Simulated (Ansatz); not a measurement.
C2H6OSi, SMILES CO[C][SiH3], a ladder of methods at one geometry

Run with the Python package of Ansatz (0.2.0).

`methods_c2h6osi.py`:
```python
import ansatz as az

GEOMETRY = """
C    -1.91170   -0.38200   -0.13730
O    -0.53290   -0.48680   -0.38240
C     0.10010    0.47330    0.41750
Si    1.94470    0.39270    0.14340
H    -2.29700    0.62300   -0.42440
H    -2.43960   -1.13350   -0.75990
H    -2.14950   -0.60140    0.92860
H     2.24170    0.66020   -1.27170
H     2.60880    1.40060    0.98320
H     2.43530   -0.94610    0.50310
"""

c2h6osi = az.Crystal.molecule()
for line in GEOMETRY.strip().splitlines():
    symbol, *xyz = line.split()
    c2h6osi = c2h6osi.atom(symbol, [float(v) for v in xyz])

calculation = (
    c2h6osi.calculation()
    .basis(gaussian="def2-SVP")
    .spin("collinear", total=2)
)

methods = ["mp2", "ccsd", "ccsd_t"]
reports = [calculation.correlation(m).run(threads=1, pin="off").report for m in methods]
print(f"Hartree-Fock reference {reports[0]['reference_energy_ev'] / 27.211386246:.6f} Ha")
best = reports[-1]["free_energy_ev"] - reports[-1]["reference_energy_ev"]
for method, each in zip(methods, reports):
    gained = each["free_energy_ev"] - each["reference_energy_ev"]
    print(f"{method:8s} total {each['free_energy_ev'] / 27.211386246:.6f} Ha  correlation {gained:9.4f} eV  ({100 * gained / best:.1f} % of the last)")
```

```console
$ python methods_c2h6osi.py
Hartree-Fock reference -442.691590 Ha
mp2      total -443.203777 Ha  correlation  -13.9373 eV  (87.8 % of the last)
ccsd     total -443.259746 Ha  correlation  -15.4603 eV  (97.4 % of the last)
ccsd_t   total -443.275153 Ha  correlation  -15.8796 eV  (100.0 % of the last)
```

Notes:
- Total energies depend on the basis set; only differences at equal settings carry meaning.
- The geometry is a force-field or estimated start, not a minimum of this method, and the basis set is short of its limit. A lower total doesn't mark the better method: functionals have no common bound, and MP2 and coupled cluster aren't variational.
- The run takes the species as open-shell (spin multiplicity 3), which needn't be its ground state.
- Inner cores stay frozen, so this is valence correlation.
- It ran for 41 s on 1 thread of Arm Neoverse V2, with other jobs on the host, peak memory 0.68 GiB.
